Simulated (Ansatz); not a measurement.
Ag4SI:

```
CELL_PARAMETERS angstrom
4.02449 -2.90046 0.00000
4.02449 2.90046 0.00000
-0.02988 0.00000 6.69286
ATOMIC_POSITIONS crystal
I 0.50000 0.50000 0.50000
Ag 0.00000 0.50000 0.00000
Ag 0.13952 0.13952 0.36765
Ag 0.50000 0.00000 0.00000
Ag 0.86048 0.86048 0.63235
S 0.00000 0.00000 0.00000
```

The cell comes from a database or a generator and needn't be the stable form of this composition.

```yaml
Program: Ansatz 0.2.0
Task: single point
Functional: PBE
Potentials_or_basis: Ansatz PAW
Cutoff: "420 eV (not typed: the program's choice for these potentials)"
k_mesh: 6 × 6 × 4
Occupations: fermi-dirac, width 0.05 eV
Spin: no spin polarisation
```

On this cell: pressure -0.4 GPa; largest force 0.047 eV/Å; band gap on the k mesh none (metal or under the smearing width).

The same run follows on a disturbed copy (atoms moved at random, drawn with an rms of 0.05 Å):

```
CELL_PARAMETERS angstrom
4.02449 -2.90046 0.00000
4.02449 2.90046 0.00000
-0.02988 0.00000 6.69286
ATOMIC_POSITIONS crystal
I 0.49821 0.49865 0.50595
Ag 0.00745 0.49390 0.98901
Ag 0.14057 0.14344 0.36572
Ag 0.50264 0.99229 0.99945
Ag 0.86337 0.86360 0.63022
S 0.01865 0.99107 0.00014
```

Problem. What does the disturbed cell give?

Solution. The energy (extrapolated to zero smearing) moves by +3.7 meV/atom; pressure -0.4 GPa; largest force 0.578 eV/Å; band gap on the k mesh none (metal or under the smearing width).

Forces on the atoms (eV/Å):
```
I   -0.018 -0.045 -0.030
Ag   0.014  0.048  0.005
Ag   0.045  0.016 -0.024
Ag   0.434 -0.381 -0.022
Ag  -0.046  0.019  0.032
S   -0.430  0.342  0.038
```

Stress tensor (GPa, compression positive):
```
-0.62 -0.12  0.25
-0.12 -0.37 -0.01
 0.25 -0.01 -0.08
```

Caveats: an odd number of electrons without spin polarisation forces a metal; a magnetic or distorted state may lie lower.
